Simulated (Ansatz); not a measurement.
**CH₄AlClSi: one species, many methods**

The task here is to estimate one member of a computed series from the others.

Computed with Ansatz 0.2.0, Gaussian basis. Level: functionals in def2-TZVPP, the program's frozen cores in correlated methods.

Levels to be run: LDA (SPW92), PBE-D4, revPBE-D4, BLYP-D4, r2SCAN-D4, B97M-V, PBE0-D4, B3LYP-D4, r2SCANh-D4, r2SCAN0-D4, HSE06-D4, BHLYP-D4, CAM-B3LYP-D4, LC-ωPBE, ωB97X-V, ωB97M-V, B2PLYP, PBE-QIDH; CCSD(T)/def2-SVP; CCSD(T)/def2-TZVPP; MP2/def2-QZVPP; extrapolation to the limit; RPA on PBE.

## The relaxed structure

All runs share one geometry, relaxed beforehand with PBE0-D4 in a triple-zeta def2 set.

8 atoms, charge 0, spin multiplicity 1.

Atoms are counted from 1 here; the program's logs count them from 0.

Bond lengths: Cl1–C2 1.870 Å, Cl1–Al3 2.385 Å, C2–Al3 1.967 Å, C2–Si4 1.906 Å, C2–H5 1.084 Å, Al3–Si4 2.336 Å, Al3–H6 1.574 Å, Si4–H7 1.490 Å, Si4–H8 1.491 Å. Angles: C2–Cl1–Al3 53.4°, Cl1–C2–Al3 76.8°, Cl1–C2–Si4 104.2°, Cl1–C2–H5 107.9°, Al3–C2–Si4 74.2°, Al3–C2–H5 148.2°, Si4–C2–H5 131.5°, Cl1–Al3–C2 49.8°, Cl1–Al3–Si4 78.3°, Cl1–Al3–H6 116.1°, C2–Al3–Si4 51.7°, C2–Al3–H6 139.5°, Si4–Al3–H6 165.3°, C2–Si4–Al3 54.1°, C2–Si4–H7 106.4°, C2–Si4–H8 119.2°, Al3–Si4–H7 115.3°, Al3–Si4–H8 133.9° and more.

The first run:

in.yaml reads:

```yaml
crystal:
  periodic: [false, false, false]
  atoms:
    - {symbol: Cl, position_ang: [-1.764472, 0.889488, 0.366684]}
    - {symbol: C, position_ang: [-0.278500, 0.502584, -0.700580]}
    - {symbol: Al, position_ang: [0.511441, 0.801436, 1.075465]}
    - {symbol: Si, position_ang: [0.301165, -1.209409, -0.094219]}
    - {symbol: H, position_ang: [-0.476413, 0.882300, -1.696751]}
    - {symbol: H, position_ang: [1.001607, 1.991099, 1.981204]}
    - {symbol: H, position_ang: [1.473068, -1.580086, -0.937326]}
    - {symbol: H, position_ang: [-0.675693, -2.334414, -0.050276]}
basis:
  gaussian: {orbitals: def2-TZVPP}
hamiltonian: {xc: lda}
output: {orbitals: {seedname: orbitals}}
```

On the command line:

```
$ ansatz run in.yaml --threads 2 --pin off --events-out ev --progress --plain --max-ram 4352MiB
```

Steps of the session up to this table: LDA; PBE-D4 (GGA); revPBE-D4 (GGA); BLYP-D4 (GGA); r2SCAN-D4 (meta-GGA); B97M-V (meta-GGA); PBE0-D4 (hybrid); B3LYP-D4 (hybrid); r2SCANh-D4 (hybrid); r2SCAN0-D4 (hybrid); HSE06-D4 (hybrid); BHLYP-D4 (hybrid); CAM-B3LYP-D4 (range-separated); LC-ωPBE (range-separated); ωB97X-V (range-separated); ωB97M-V (range-separated); B2PLYP (double hybrid); PBE-QIDH (double hybrid).

One of the session's tables, all rows but one given; the rest of the session is left out.

It belongs to the step «Orbital energies across the functionals». 

| functional | HOMO (eV) | gap (eV) |
| --- | --- | --- |
| LDA (SPW92) | -5.48 | 3.31 |
| PBE-D4 | -5.37 | 3.41 |
| revPBE-D4 | -5.33 | 3.45 |
| BLYP-D4 | -5.23 | 3.42 |
| r2SCAN-D4 | -5.57 | 3.85 |
| B97M-V | -5.64 | 3.83 |
| PBE0-D4 | -6.40 | 5.30 |
| B3LYP-D4 | -6.21 | 4.93 |
| r2SCANh-D4 | -5.96 | 4.55 |
| r2SCAN0-D4 | -6.53 | 5.56 |
| HSE06-D4 | -6.01 | 4.53 |
| BHLYP-D4 | -7.32 | 7.09 |
| CAM-B3LYP-D4 | -7.63 | 7.55 |
| LC-ωPBE | ? | ? |
| ωB97X-V | -8.59 | 9.46 |
| ωB97M-V | -8.39 | 8.99 |

**Question.** Estimate the row for LC-ωPBE.

**Answer.** HOMO (eV): -8.88; gap (eV): 9.87. In the column «HOMO (eV)» it is the lowest.
